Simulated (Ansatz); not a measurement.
# CH2Br− (SMILES [CH2-]Br): one structure at several levels

One table from this session's results is given with a row withheld; the runs are named, their logs left out.

The runs use Ansatz 0.2.0, Gaussian basis; single points in def2-TZVPPD.

Correlated methods freeze the cores. Filled d shells of the heavier atoms are correlated.

## The system as given

SMILES `[CH2-]Br`, 4 atoms, charge -1, spin multiplicity 1.

Atoms are counted from 1 here; the program's logs count them from 0.

Bond lengths: C1–Br2 2.011 Å, C1–H3 1.030 Å, C1–H4 1.262 Å. Angles: Br2–C1–H3 114.0°, Br2–C1–H4 105.8°, H3–C1–H4 93.4°.

As a file:

```xyz
4

C    -0.38000   -0.17730   -0.11100
Br    0.29520    1.40970    0.92260
H    -0.06010   -0.20710   -1.08930
H     0.34900   -1.14750    0.23480
```

The first run:

File run/in.yaml:

```yaml
crystal:
  periodic: [false, false, false]
  atoms:
    - {symbol: C, position_ang: [-0.380000, -0.177300, -0.111000]}
    - {symbol: Br, position_ang: [0.295200, 1.409700, 0.922600]}
    - {symbol: H, position_ang: [-0.060100, -0.207100, -1.089300]}
    - {symbol: H, position_ang: [0.349000, -1.147500, 0.234800]}
basis:
  gaussian: {orbitals: "def2-TZVPPD.json"}
total_charge: -1
correlation: {method: ccsd_t}
output: {forces: true}
```

The basis file named in the input lies beside it (Basis Set Exchange, JSON).

No record of the launch command was kept for these runs.

Among the steps run: CCSD(T)/def2-TZVPPD; PBE0-D4/def2-TZVPPD; wB97M-V/def2-TZVPPD; r2SCAN-D4/def2-TZVPPD; PBE-D4/def2-TZVPPD; HSE06-D4/def2-TZVPPD; wB97X-V/def2-TZVPPD.

One of the session's tables, all rows but one given; the rest of the session is left out.

| method | RMS force component (eV/Å) | angle to CCSD(T) forces (°) |
| --- | --- | --- |
| CCSD(T) | 1.846 | reference |
| PBE0-D4 | 1.864 | 2.1 |
| wB97M-V | ? | ? |
| r2SCAN-D4 | 1.854 | 1.4 |
| PBE-D4 | 1.842 | 4.2 |
| HSE06-D4 | 1.864 | 2.0 |
| wB97X-V | 1.887 | 2.4 |

Q: Estimate the row for wB97M-V from the others.

The run gave: RMS force component (eV/Å): 1.844; angle to CCSD(T) forces (°): 2.8. In the column «RMS force component (eV/Å)» it lies between PBE-D4 (1.842) and CCSD(T) (1.846).

Limits of these values: The anion's highest level is positive in at least one run, so there the basis alone may hold the extra electron.
